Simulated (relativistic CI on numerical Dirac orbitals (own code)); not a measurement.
# Fe IV (Fe³⁺): levels and lines

Aim: the low levels of Fe³⁺, their labels and the strongest lines. Configurations built on the next ion are tied to the tabulated ionisation energy.

The numbers are computed with relativistic CI on numerical Dirac orbitals (own code) version 3 (Dirac-Coulomb-Breit CI, KLI orbitals optimised for each configuration, model QED (radiative potential, 1s self-energy scaled to tabulated hydrogen-like ionisation energies), valence Slater integrals scaled by 0.85, P86 correlation estimate, and configurations built on the next ion tied to the tabulated ionisation energy (semi-empirical)), except any that are marked as measured or tabulated.

## Step 1: Starting point

```
ion                       : Fe³⁺ (Fe IV)
nuclear charge            : 26
electrons                 : 23
isotope                   : A = 56
first configuration typed : [Ar] 3d5
```

Outer shells as boxes (Hund's rule):

first configuration typed
```
[Ar] core
3d [↑ ][↑ ][↑ ][↑ ][↑ ]
```

## Step 2: The main run

Input settings:

```ini
atom Fe  Z=26  charge=3  electrons=23
nucleus A=56  rms_radius_fm=3.7377
hamiltonian dirac-coulomb  breit=on  qed=on  c_scale=1
orbitals kli  potential=per-configuration
slater_scale 0.85
correlation anchor
mixing on
configurations
  [Ar] 3d5
  [Ar] 3d4 4s
  [Ar] 3d4 4p
  [Ar] 3d4 4d
  [Ar] 3d4 5s
  [Ar] 3d4 4f
  [Ar] 3d3 4s2
  [Ne] 3s2 3p5 3d6
  [Ar] 3d4 5p
  [Ar] 3d4 5d
  [Ar] 3d3 4s 4p
  [Ar] 3d4 5f
  [Ar] 3d4 5g
  [Ar] 3d3 4p2
  [Ne] 3s2 3p4 3d7
  [Ar] 3d3 4s 4d
  [Ne] 3s 3p6 3d6
end
```

The run is started by

```console
> python run_levels.py task.json out
```

The settings of every run stand in task.json; they run in order.

Before running it: what results should come out? Wanted: lowest level; first excitation; lowest level of the other parity; fastest E1 line; mean error of paired levels.

As calculated:

| quantity | value |
| --- | --- |
| lowest level | 3d5 6S5/2 |
| first excitation | 3d5 4G11/2, 31697 cm⁻¹ |
| lowest level of the other parity | 3d4 4p 6F°1/2, 193070 cm⁻¹ |
| levels in the model | 3479 |
| fastest E1 line (by rate) to the lowest level among the lowest 300 of 3479 levels | 51.17 nm, from 3d4 4p 6P°7/2 |
| mean error of paired levels | 4045 cm⁻¹ over 54 |

What this shows: The lowest level is 3d5 6S5/2, 99 % pure in LS and 43 % in jj coupling; over the low levels the means are 97 and 49 %, so LS coupling describes them better. The tie to the ionisation limit holds for one-electron excitations alone. Lifetimes count radiative decay inside the model alone.
